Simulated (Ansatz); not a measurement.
# CH₅AlOS: a ladder of functionals and wavefunction methods

How much do the methods differ for CH₅AlOS? The plan is to run it at one geometry with functionals of several rungs and with coupled cluster. The yardstick is the atomisation energy at the CCSD(T) limit.

Computed with Ansatz 0.2.0, Gaussian basis. Level: functionals in def2-TZVPP, the program's frozen cores in correlated methods.

The runs, in order: LDA (SPW92), PBE-D4, revPBE-D4, BLYP-D4, r2SCAN-D4, B97M-V, PBE0-D4, B3LYP-D4, r2SCANh-D4, r2SCAN0-D4, HSE06-D4, BHLYP-D4, CAM-B3LYP-D4, LC-ωPBE, ωB97X-V, ωB97M-V, B2PLYP, PBE-QIDH; CCSD(T)/def2-SVP; CCSD(T)/def2-TZVPP; MP2/def2-QZVPP; extrapolation to the limit; RPA on PBE.

**1. The relaxed structure**

All runs share one geometry, relaxed beforehand with PBE0-D4 in a triple-zeta def2 set.

9 atoms, charge 0, spin multiplicity 1.

Atoms are counted from 1 here; the program's logs count them from 0.

Bond lengths: O1–C2 1.468 Å, O1–Al4 1.983 Å, O1–H5 0.964 Å, C2–S3 1.799 Å, C2–H6 1.092 Å, C2–H7 1.090 Å, S3–Al4 2.262 Å, Al4–H8 1.584 Å, Al4–H9 1.594 Å. Angles: C2–O1–Al4 96.8°, C2–O1–H5 111.4°, Al4–O1–H5 120.9°, O1–C2–S3 104.9°, O1–C2–H6 108.1°, O1–C2–H7 108.2°, S3–C2–H6 112.6°, S3–C2–H7 112.2°, H6–C2–H7 110.5°, C2–S3–Al4 78.8°, O1–Al4–S3 75.2°, O1–Al4–H8 112.3°, O1–Al4–H9 101.2°, S3–Al4–H8 118.4°, S3–Al4–H9 117.5°, H8–Al4–H9 120.0°.

**2. LDA**

This LDA is Slater exchange with PW92 correlation.

File in.yaml:

```yaml
crystal:
  periodic: [false, false, false]
  atoms:
    - {symbol: O, position_ang: [-0.537665, 0.160685, -0.718808]}
    - {symbol: C, position_ang: [0.803179, 0.736894, -0.558019]}
    - {symbol: S, position_ang: [1.692399, -0.439780, 0.471834]}
    - {symbol: Al, position_ang: [-0.448782, -1.077970, 0.826625]}
    - {symbol: H, position_ang: [-1.212677, 0.847789, -0.764893]}
    - {symbol: H, position_ang: [0.697981, 1.714519, -0.083403]}
    - {symbol: H, position_ang: [1.250457, 0.837938, -1.546591]}
    - {symbol: H, position_ang: [-0.869498, -2.554767, 0.439270]}
    - {symbol: H, position_ang: [-1.286893, -0.271607, 1.916784]}
basis:
  gaussian: {orbitals: def2-TZVPP}
hamiltonian: {xc: lda}
output: {orbitals: {seedname: orbitals}}
```

On the command line:

```console
ansatz run in.yaml --threads 2 --pin off --events-out ev --progress --plain --max-ram 4352MiB
```

The runs that follow: PBE-D4 (GGA); revPBE-D4 (GGA); BLYP-D4 (GGA); r2SCAN-D4 (meta-GGA); B97M-V (meta-GGA); PBE0-D4 (hybrid); B3LYP-D4 (hybrid); r2SCANh-D4 (hybrid); r2SCAN0-D4 (hybrid); HSE06-D4 (hybrid); BHLYP-D4 (hybrid); CAM-B3LYP-D4 (range-separated); LC-ωPBE (range-separated); ωB97X-V (range-separated); ωB97M-V (range-separated); B2PLYP (double hybrid); PBE-QIDH (double hybrid); CCSD(T) in def2-SVP; CCSD(T) in def2-TZVPP; MP2 in def2-QZVPP; RPA on PBE orbitals.

Before running them: what should the planned runs give, taken together? Wanted: atomisation energy, CCSD(T)/CBS; farthest beyond LDA; mean size of error, GGA; mean size of error, meta-GGA; mean size of error, hybrid; mean size of error, range-separated; mean size of error, double hybrid; gap, smallest and largest; T1 diagnostic.

**Answer**, as computed:

| quantity | value |
| --- | --- |
| atomisation energy, CCSD(T)/CBS | 30.867 eV |
| functionals within 0.154 eV (0.5 %) | r2SCAN-D4, CAM-B3LYP-D4, ωB97X-V, ωB97M-V |
| farthest beyond LDA | BHLYP-D4 (-1.150 eV) |
| mean size of error, GGA | 0.376 eV |
| mean size of error, meta-GGA | 0.110 eV |
| mean size of error, hybrid | 0.445 eV |
| mean size of error, range-separated | 0.145 eV |
| mean size of error, double hybrid | 0.504 eV |
| gap, smallest and largest | 3.77 eV (LDA (SPW92)), 10.71 eV (LC-ωPBE) |
| T1 diagnostic | 0.0109 |
| triples share of the correlation energy | 3.8 % |

What this shows: The LDA atomisation energy is off by 4.374 eV (14 %): it overbinds. PBE-D4 misses by +0.243 eV. Double hybrids carry the basis error of their MP2 part in triple zeta, and no dispersion term here, so their miss is partly the set-up's. The rungs meta-GGA, range-separated miss on average by less than the doubt on the reference (0.154 eV), so they tie. Misses under about 0.154 eV are within the doubt on the reference itself, which lacks core-valence correlation, relativity and higher excitations. Hartree-Fock recovers 71 % of the binding; the rest is correlation. CCSD(T) in def2-SVP is off by -1.962 eV, worse than the median functional, from the basis alone. Orbital gaps span 3.8 to 10.7 eV; exact exchange widens them.
